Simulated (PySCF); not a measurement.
# C₄H₆F₂O₂: excited states

Wanted: excited states for C₄H₆F₂O₂ (`O=COC[C@@H](F)CF`).

Programs: PySCF 2.14.0, with routines of our own; each step states its level. All values are computed. Atoms count from 0.

### Step 1. The starting structure

14 atoms, charge 0, multiplicity 1; geometry from: GFN2-xTB.

### Step 2. Geometry optimisation at PBE0-D3(BJ)/def2-SVP

What the job is given:

```
{"job": {"xc": "PBE0", "basis": "def2-SVP", "d3": "d3bj", "grid": 1, "kind": "geom"}, "charge": 0, "multiplicity": 1}
O      2.678113    -1.318515     0.325664
C      2.634825    -0.131951     0.436513
O      1.570719     0.603911     0.729372
C      0.324166    -0.069420     0.884174
C     -0.667559     0.407586    -0.176425
F     -0.319280    -0.100276    -1.406129
C     -2.090104    -0.064598     0.130366
F     -2.525592     0.519555     1.286830
H      3.497999     0.543212     0.322787
H     -0.068349     0.176114     1.874544
H      0.486597    -1.149284     0.790783
H     -0.628911     1.500692    -0.263779
H     -2.119957    -1.149179     0.274290
H     -2.773345     0.231678    -0.671106
```

The run is started by

```
> OMP_NUM_THREADS=1 python excited_run.py task.json out
```

This one command runs all jobs of the session in turn.

The program printed:

```text
step   0  E = -505.25446348  max force = 0.011073
step   1  E = -505.25473788  max force = 0.004545
step   2  E = -505.25509259  max force = 0.006983
step   3  E = -505.25485789  max force = 0.009963
step   4  E = -505.25555479  max force = 0.001381
step   5  E = -505.25555974  max force = 0.003704
step   6  E = -505.25560729  max force = 0.000792
step   7  E = -505.25563133  max force = 0.000531
step   8  E = -505.25567661  max force = 0.000362
step   9  E = -505.25573508  max force = 0.000352
step  10  E = -505.25579586  max force = 0.000329
step  11  E = -505.25582921  max force = 0.000214
step  12  E = -505.25582974  max force = 0.000145
optimisation converged
```

Run time: 2.1 min. Hardware: 1 thread of Arm Neoverse N1, shared host; peak memory 0.61 GiB.

Relaxation path: (the energy doesn't fall at every step)

```csv
step,energy from step 0 (eV),largest force component (eV/Å)
0,0.0000,0.5694
1,-0.0075,0.2337
2,-0.0171,0.3591
3,-0.0107,0.5123
4,-0.0297,0.0710
5,-0.0298,0.1905
6,-0.0311,0.0407
7,-0.0318,0.0273
8,-0.0330,0.0186
9,-0.0346,0.0181
10,-0.0363,0.0169
11,-0.0372,0.0110
12,-0.0372,0.0075
```

Distances of close pairs at the start and the end, largest changes first:

```csv
bond,before (Å),after (Å),change (Å)
C3–C4,1.528,1.508,-0.020
C4–C6,1.530,1.517,-0.013
C1–O2,1.326,1.337,+0.010
C6–H12,1.094,1.104,+0.009
C6–H13,1.094,1.102,+0.008
C1–H8,1.102,1.109,+0.008
C4–H11,1.097,1.104,+0.007
C3–H9,1.093,1.099,+0.006
```

The end geometry stands in the next job.

```csv
at the end point,value
point group (found at 0.08 Å tolerance),C1
"rotational constants (GHz, main isotopes)","4.183, 1.062, 0.955"
dipole moment (D),1.68
```

### Step 3. Excited states: TDA B3LYP/def2-SVPD

What the job is given:

```
{"job": {"kind": "states", "xc": "B3LYP", "basis": "def2-SVPD", "tda": true, "soc": true, "nstates": 5, "ntriplets": 4, "nquad": 4}, "charge": 0, "multiplicity": 1}
O      2.646118    -0.947049    -0.481413
C      2.493074     0.235300    -0.403456
O      1.499553     0.864527     0.231744
C      0.478550     0.067462     0.812901
C     -0.815586     0.281225     0.068951
F     -0.716518    -0.241902    -1.198326
C     -1.987503    -0.398375     0.751436
F     -2.163699     0.139335     1.998954
H      3.170246     0.996439    -0.842388
H      0.350677     0.383489     1.857993
H      0.768930    -0.993301     0.774989
H     -1.011255     1.364193    -0.020134
H     -1.797027    -1.481523     0.843023
H     -2.899364    -0.249967     0.151118
```

With the program's defaults for keys left out, this is: TDA B3LYP/def2-SVPD excited states, vertical, gas phase, spin-orbit mean-field couplings.

The program printed:

```text
coarse grid: 12408 points
cycle   1  E = -505.5433043057  dE =  1.129e+00  |g| = 1.008e+00  |ddm| = 4.978e+00
cycle   2  E = -505.0216226145  dE =  5.217e-01  |g| = 1.940e+00  |ddm| = 2.665e+00
cycle   3  E = -505.7086439709  dE = -6.870e-01  |g| = 3.267e-01  |ddm| = 1.952e+00
cycle   4  E = -505.7267918910  dE = -1.815e-02  |g| = 1.161e-01  |ddm| = 3.363e-01
cycle   5  E = -505.7291706971  dE = -2.379e-03  |g| = 1.423e-02  |ddm| = 1.015e-01
cycle   6  E = -505.7292066122  dE = -3.592e-05  |g| = 6.326e-03  |ddm| = 2.424e-02
cycle   7  E = -505.7292130160  dE = -6.404e-06  |g| = 1.559e-03  |ddm| = 5.658e-03
final grid: 122688 points
cycle   8  E = -505.8186841843  dE = -4.420e-05  |g| = 6.371e-03  |ddm| = 9.764e-02
cycle   9  E = -505.8186712741  dE =  1.291e-05  |g| = 1.061e-02  |ddm| = 1.491e-02
cycle  10  E = -505.8186916230  dE = -2.035e-05  |g| = 1.404e-03  |ddm| = 9.139e-03
cycle  11  E = -505.8186919686  dE = -3.456e-07  |g| = 4.466e-04  |ddm| = 1.440e-03
cycle  12  E = -505.8186920025  dE = -3.389e-08  |g| = 1.264e-04  |ddm| = 5.308e-04
cycle  13  E = -505.8186920058  dE = -3.359e-09  |g| = 2.510e-05  |ddm| = 1.466e-04
cycle  14  E = -505.8186920059  dE = -1.133e-10  |g| = 1.064e-05  |ddm| = 4.596e-05
converged SCF energy = -505.8186920059

Singlet excitations
state   eV       nm        f     d(h-e)  d(exc)  Lambda  PR(NTO)  |dmu|/D   mu/D   main configurations
  1   5.9334   209.0   0.00178   0.624   1.940   0.499   1.001    1.181    1.140   H->L 0.99
  2   7.8046   158.9   0.09172   1.008   3.293   0.478   1.744    3.646    4.674   H-1->L 0.66, H->L+2 0.23
  3   8.0371   154.3   0.00775   3.295   4.969   0.171   1.046   12.185   11.021   H->L+1 0.83, H->L+2 0.09
  4   8.1158   152.8   0.07424   1.254   4.046   0.301   1.565    3.883    2.601   H->L+2 0.59, H-1->L 0.17, H->L+1 0.12
  5   8.1926   151.3   0.00674   1.824   3.054   0.276   1.031                     H-2->L 0.55, H-4->L 0.32

Triplet excitations (Tamm-Dancoff)
state   eV     d(h-e)  d(exc)  Lambda  PR(NTO)   main configurations
  1   5.3583   0.608   1.911   0.498   1.003   H->L 0.98
  2   5.9489   0.575   2.107   0.557   1.008   H-1->L 0.82, H-3->L 0.10
  3   7.8442   1.100   2.439   0.337   1.012   H-4->L 0.52, H-2->L 0.26, H-5->L 0.12
  4   7.8979   1.409   3.637   0.247   1.012   H->L+2 0.81, H->L+3 0.10
S1 - T1 = 0.5751 eV

Spin-orbit couplings |<S|Hso|T>| (cm-1)
             T1       T2       T3       T4
S0       57.356    2.353   52.125    2.456
S1        0.970   33.092   35.873    6.281
S2       21.151    1.573   18.726    1.157
S3        3.753    0.537    3.464    1.702
S4        4.758    2.344   10.376    1.361
S5       26.197   18.160    3.618    0.919
T1 sublevels (cm-1): 0.000 0.025 0.278   radiative rates (1/s): 20 1.04 616
```

It took 69 s on 1 thread of Arm Neoverse N1, shared host; peak memory 0.83 GiB.

Key values:

```csv
quantity,value
S1 less T1,0.58 eV
```

Orbitals, density, ELF and potential are computed afterwards from the orbital file.

Frontier orbitals at B3LYP/def2-SVPD, with the share of their density that lies nearest to each atom:

```csv
orbital,energy (eV),lies on
HOMO,-8.37,O0 72 %; H8 11 %; O2 8 %
LUMO,-0.54,C1 42 %; O0 27 %; H8 16 %
```

ELF in a plane through or near 5 of the atoms.

Ten even steps from ' ' (0.00) to '@' (1.00):
```
                                                        
                                                        
                                                        
                                                        
                          ......                        
          ....            ....          ::..            
        ==%%%%::            ..::::    --%%%%::          
      ::@@@@@@##::::==::  ..==****--..##@@@@==          
      ++@@@@@@@@--++##**  ::++--++++--**##++..          
      ==@@@@@@%%==%%**##--**%%..==##==--::              
      ..**%%@@++**##==%%++++%%++----==++--..            
        ..::----==######----##::  ..##**%%++::          
              ..::==--::##@@@@++  --%%**%%**--          
                  ..  ..%%@@@@%%  --%%%%%%++..          
                        %%@@@@##  ..++++++::            
                        ++%%%%--    ..::..              
                          ....                          
                                                        
                                                        
                                                        
```
The map spans 12.1 Å across and 8.3 Å up, centred on the molecule. Atoms in the plane (x, y in Å): O2 (-1.6, -0.1), C4 (0.7, 0.5), F7 (2.5, -1.0), H8 (-3.4, 0.5), H9 (0.0, -1.4).

log10 of the density (e/Å³) in the same plane.

Values, 10 rows by 14 columns:
```
-4.0 -4.0 -4.0 -4.0 -4.0 -4.0 -4.0 -4.0 -4.0 -4.0 -4.0 -4.0 -4.0 -4.0
-4.0 -4.0 -4.0 -4.0 -4.0 -3.9 -3.3 -2.9 -3.1 -3.6 -4.0 -4.0 -4.0 -4.0
-4.0 -4.0 -3.4 -3.0 -3.0 -3.0 -2.2 -1.5 -1.8 -2.6 -2.8 -3.3 -4.0 -4.0
-4.0 -3.4 -2.1 -1.4 -1.7 -1.7 -1.6 -0.7 -0.7 -1.5 -1.4 -2.3 -3.6 -4.0
-4.0 -2.9 -1.2  0.2 -0.3 -0.1 -0.8  0.0  0.2 -0.5 -0.6 -2.0 -3.4 -4.0
-4.0 -3.0 -1.6 -0.4  0.1  1.1  0.1  0.1 -0.4 -0.1 -0.2 -1.9 -3.4 -4.0
-4.0 -3.7 -2.6 -1.8 -1.0 -0.6 -0.1  0.0 -1.1  0.5  0.8 -1.5 -3.3 -4.0
-4.0 -4.0 -3.6 -2.9 -2.5 -2.0 -1.0 -0.7 -1.7 -0.9 -0.8 -2.2 -3.6 -4.0
-4.0 -4.0 -4.0 -4.0 -3.9 -3.2 -2.4 -2.3 -2.8 -2.7 -2.8 -3.5 -4.0 -4.0
-4.0 -4.0 -4.0 -4.0 -4.0 -4.0 -3.9 -3.8 -4.0 -4.0 -4.0 -4.0 -4.0 -4.0
```
The map spans 12.1 Å across and 8.3 Å up, centred on the molecule. Atoms in the plane (x, y in Å): O2 (-1.6, -0.1), C4 (0.7, 0.5), F7 (2.5, -1.0), H8 (-3.4, 0.5), H9 (0.0, -1.4).

On the surface of density 0.002 e/bohr³ the electrostatic potential runs, from the 1st to the 99th percentile, from -1.47 V near O0 to 1.21 V near H12.

### Step 4. Results

| quantity | value |
| --- | --- |
| point group | C1 |
| rotational constants (main isotopes) | 4.18, 1.06, 0.96 GHz |
| S1 less T1 (step 3, TDA B3LYP/def2-SVPD) | 0.58 eV |
| surface potential, 1st and 99th percentile | -1.47 V and 1.21 V |

In words: The optimisation took 12 steps and gained 0.037 eV; among the close pairs (by a distance rule), C3–C4 changed most, from 1.528 to 1.508 Å. In step 3, the number of triplets below S1 is 1, and the largest singlet-triplet spin-orbit coupling is S0–T1, 57.36 cm⁻¹. By nearest atom (B3LYP/def2-SVPD), the HOMO sits on O0 72 %; H8 11 % and the LUMO on C1 42 %; O0 27 %.
